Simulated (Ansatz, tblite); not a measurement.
# The cluster Ge2F5−: a ladder of methods and basis sets

An exercise on one series of results from a longer session: the logs are not shown, and one member is left open.

Computed with Ansatz 0.2.0, Gaussian basis. Level: as each input shows.

The runs, in order: GFN1-xTB, GFN2-xTB, PBE-D4/def2-TZVPD, r2SCAN-D4/def2-TZVPD, BHLYP-D4/def2-TZVPD, B97M-V/def2-TZVPD, HSE06-D4/def2-TZVPD, PBE-D4/def2-SVPD, PBE0-D4/def2-SVPD, HF/STO-3G, HF/6-31G, B3LYP-D4/6-31G, MP2/def2-TZVPD, RPA/def2-TZVPD.

3 further runs of the same task are left out: 3 set aside as unsound or not needed. Runs told in other sessions of the task aren't counted.

### The geometry

The singlet was relaxed beforehand with PBE0-D4/def2-SVPD. At that level it is the lowest of the isomers that a small search found.

7 atoms, charge -1, spin multiplicity 1.

Bond lengths: Ge1–F3 1.964 Å, Ge1–F4 1.808 Å, Ge1–F7 1.808 Å, Ge2–F3 2.011 Å, Ge2–F5 1.810 Å, Ge2–F6 1.809 Å. Angles: F3–Ge1–F4 92.2°, F3–Ge1–F7 92.1°, F4–Ge1–F7 95.3°, F3–Ge2–F5 90.6°, F3–Ge2–F6 90.8°, F5–Ge2–F6 95.0°, Ge1–F3–Ge2 138.8°.

The ion is computed in the gas phase, without counter-ions or solvent.

PBE0-D4/def2-TZVPD was run before; its log isn't repeated, and its numbers join the tables.

Set-up of the first run:

Tight binding, by tblite at 300 K electronic temperature and without a spin-polarisation term:

```python
tblite.interface.Calculator('GFN1-xTB', numbers, positions, charge=-1, uhf=0).singlepoint()
```

Tight binding, by tblite at 300 K electronic temperature and without a spin-polarisation term:

```python
tblite.interface.Calculator('GFN2-xTB', numbers, positions, charge=-1, uhf=0).singlepoint()
```

start.molden holds the orbitals of an earlier run on this state, given as this run's starting guess.

Contents of in.yaml:

```yaml
crystal:
  periodic: [false, false, false]
  atoms:
    - {symbol: Ge, position_ang: [-1.345103, -1.601833, 0.002525]}
    - {symbol: Ge, position_ang: [0.956082, 1.319609, 0.116136]}
    - {symbol: F, position_ang: [0.198720, -0.464146, -0.421481]}
    - {symbol: F, position_ang: [-1.036443, -1.476789, 1.779867]}
    - {symbol: F, position_ang: [2.617714, 0.609049, 0.209623]}
    - {symbol: F, position_ang: [1.093033, 1.813353, -1.619019]}
    - {symbol: F, position_ang: [-2.484002, -0.199252, -0.067652]}
basis:
  gaussian: {orbitals: def2-TZVPD, initial_orbitals: start.molden}
total_charge: -1
hamiltonian: {xc: pbe, dispersion: d4}
scf: {omitted_lower_state_checks: [starts]}
output: {orbitals: {seedname: orbitals}}
```

Started as:

```console
$ ansatz run in.yaml --threads 4 --pin off --events-out ev --progress --plain --max-ram 4787MiB
```

Among the steps run: PBE-D4/def2-TZVPD; r2SCAN-D4/def2-TZVPD; BHLYP-D4/def2-TZVPD; B97M-V/def2-TZVPD; HSE06-D4/def2-TZVPD; PBE-D4/def2-SVPD; PBE0-D4/def2-SVPD; HF/STO-3G; HF/6-31G; B3LYP-D4/6-31G; MP2/def2-TZVPD; RPA/def2-TZVPD.

One table of the session follows, with a row left open; its other results are not shown here.

It belongs to the step «Levels side by side». 

| level | HOMO (eV) | LUMO (eV) | gap (eV) |
| --- | --- | --- | --- |
| HF/STO-3G | -0.57 | 12.95 | 13.52 |
| HF/6-31G | ? | ? | ? |
| PBE-D4/def2-SVPD | -2.29 | 2.46 | 4.75 |
| PBE-D4/def2-TZVPD | -2.22 | 2.44 | 4.66 |
| r2SCAN-D4/def2-TZVPD | -2.48 | 2.71 | 5.20 |
| B97M-V/def2-TZVPD | -2.50 | 2.57 | 5.07 |
| B3LYP-D4/6-31G | -2.84 | 3.53 | 6.37 |
| PBE0-D4/def2-SVPD | -3.46 | 3.22 | 6.68 |
| PBE0-D4/def2-TZVPD | -3.38 | 3.16 | 6.55 |
| HSE06-D4/def2-TZVPD | -2.98 | 2.81 | 5.79 |
| BHLYP-D4/def2-TZVPD | -4.51 | 3.82 | 8.33 |

Q: Estimate the row for HF/6-31G from the others.

The run gave: HOMO (eV): -6.07; LUMO (eV): 6.61; gap (eV): 12.68. In the column «HOMO (eV)» it is the lowest.
